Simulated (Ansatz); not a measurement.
Working through a relaxation followed by a look at the electronic structure of CaPb₃, space group Pm-3m

With Ansatz's Python interface.

The cells in order, each with its output:

```python
import ansatz as az
import numpy as np


def count_gap(report):
    # lowest empty less highest filled band, counting bands; zero where they overlap
    return max(report.get("gap_by_band_count_ev") or 0.0, 0.0)


def with_settings(crystal, spacing):
    return (
        crystal.calculation()
        .functional(az.Functional.PBESOL)
        .pseudopotentials("paw")
        .basis(34 * az.Ry)
        .occupations("fermi_dirac", width=0.15)
        .kpoints(spacing=spacing)
    )
```

```python
lattice = az.Lattice.of(
    (4.891, 0.0, 0.0),
    (0.0, 4.891, 0.0),
    (0.0, 0.0, 4.891),
)
sites = [
    ("Ca", (0.0, 0.0, 0.0)),
    ("Pb", (0.0, 0.5, 0.5)),
    ("Pb", (0.5, 0.0, 0.5)),
    ("Pb", (0.5, 0.5, 0.0)),
]
xtal = az.Crystal(lattice=lattice)
for symbol, position in sites:
    xtal = xtal.atom(symbol, position)
```

```python
[site.symbol for site in xtal.resolved().sites]
```

    ['Ca', 'Pb', 'Pb', 'Pb']

```python
relaxed = with_settings(xtal, 0.34).relax(cell=True, force_tolerance=0.01, max_steps=40).checkpoint(write="relax.run").run(threads=1, pin="off")
cell = np.asarray(relaxed.lattice.cell_ang)
print("relaxed edges (A):", np.linalg.norm(cell, axis=1).round(4), " volume:", round(abs(np.linalg.det(cell)), 3), "A^3")
for site in relaxed.lattice.sites:
    print(" ", site.symbol, np.round(site.position_frac, 4) + 0.0)
```

    relaxed edges (A): [4.8825 4.8825 4.8825]  volume: 116.393 A^3
      Ca [0. 0. 0.]
      Pb [0.  0.5 0.5]
      Pb [0.5 0.  0.5]
      Pb [0.5 0.5 0. ]

```python
final = az.Crystal.from_checkpoint("relax.run")
result = with_settings(final, 0.26).functional("r2scan").stress().band_table().density_of_states(energy_step=0.05).run(threads=1, pin="off")
rep = result.report
```

    DeckWarning: crystal.checkpoint: the structure is that of relax.run, a `relax` run, at its step 2: its result, under pbesol at a charge of 0 e; 4 atoms read, 0 with a starting moment [...]
    DeckWarning: basis.ecutwfc = 462.593566181796 eV is below the records' recommended 500 eV, and the density's cutoff is lower with it unless basis.ecutrho_ratio is high enough to keep the records' density cutoff: compare with a run at a higher cutoff

```python
{key: value for key, value in rep.items() if isinstance(value, (int, float)) and "ev" in key}
```

    {'gap_by_band_count_ev': -2.3668764154018227,
     'fermi_energy_ev': 10.560803451485933,
     'harris_foulkes_ev': -37585.776064504855,
     'free_energy_ev': -37585.77606456444,
     'internal_energy_ev': -37585.565598212175,
     'lagrangian_ev': -37585.77606456444,
     'energy_sigma0_ev': -37585.67083138831,
     'lagrangian_sigma0_ev': -37585.67083138831,
     'lagrangian_above_aufbau_ev': -0.13553081798879663,
     'entropy_ts_ev': 0.2104663522591463,
     'loop_fermi_energy_ev': 10.560803451485933,
     'occupations_fermi_energy_ev': 10.560803451488429}

```python
result.lattice.cell_ang
```

    array([[ 4.88250204e+00, -3.20988324e-35,  0.00000000e+00],
           [-3.20988324e-35,  4.88250204e+00,  8.02470810e-36],
           [ 1.28395330e-34,  8.02470810e-36,  4.88250204e+00]])

```python
dos = result.density_of_states()
print(f"pressure at the relaxed cell {np.trace(rep['stress_gpa']) / 3:.3f} GPa, gap by band count {count_gap(rep):.3f} eV")
if count_gap(rep) == 0:
    print("states/eV at the Fermi level:", round(float(np.interp(dos.fermi_ev, dos.energies_ev, dos.spin_summed_g_bin_mean_per_ev)), 3))
```

    pressure at the relaxed cell 1.203 GPa, gap by band count 0.000 eV
    states/eV at the Fermi level: 1.433

Reading the output:
- Absolute energies stand on the zero of these potentials, so only differences at equal settings mean something. A total without «per atom» is that of the whole cell that was run.
- The cutoff lies under the one recommended for these potentials in some of the runs.
- Under the recommended cutoff a pressure can be off by several GPa, even in sign.
- The mesh is modest for a metal, so energies can be off by several to tens of meV an atom and pressures by half a GPa or more; differences at equal mesh fare better.
- An absolute Fermi energy rests on an arbitrary zero of the periodic potential and has no direct meaning.
- The smearing is wide enough that free energy and stress hold a thermal part of the electrons.
- A gap by band count of zero or less means overlapping bands, a metal.
- The starting cell is as deposited in a crystallographic database; the results hold for this polymorph, which needn't be the stable one.
- Gaps and levels are Kohn-Sham values on a finite set of k-points, without spin-orbit coupling.
- Warnings are shown shortened and without file and line.
- Where the second run takes another functional or mesh than the relaxation, its pressure isn't zero; pressure is positive in compression.
- The computed bands are complete only to about 3.0 eV above the Fermi level; beyond that the density of states is undercounted.
- Wall time of the script: 15 s on 1 thread of Arm Neoverse V2, on a shared host, peak memory 0.65 GiB.
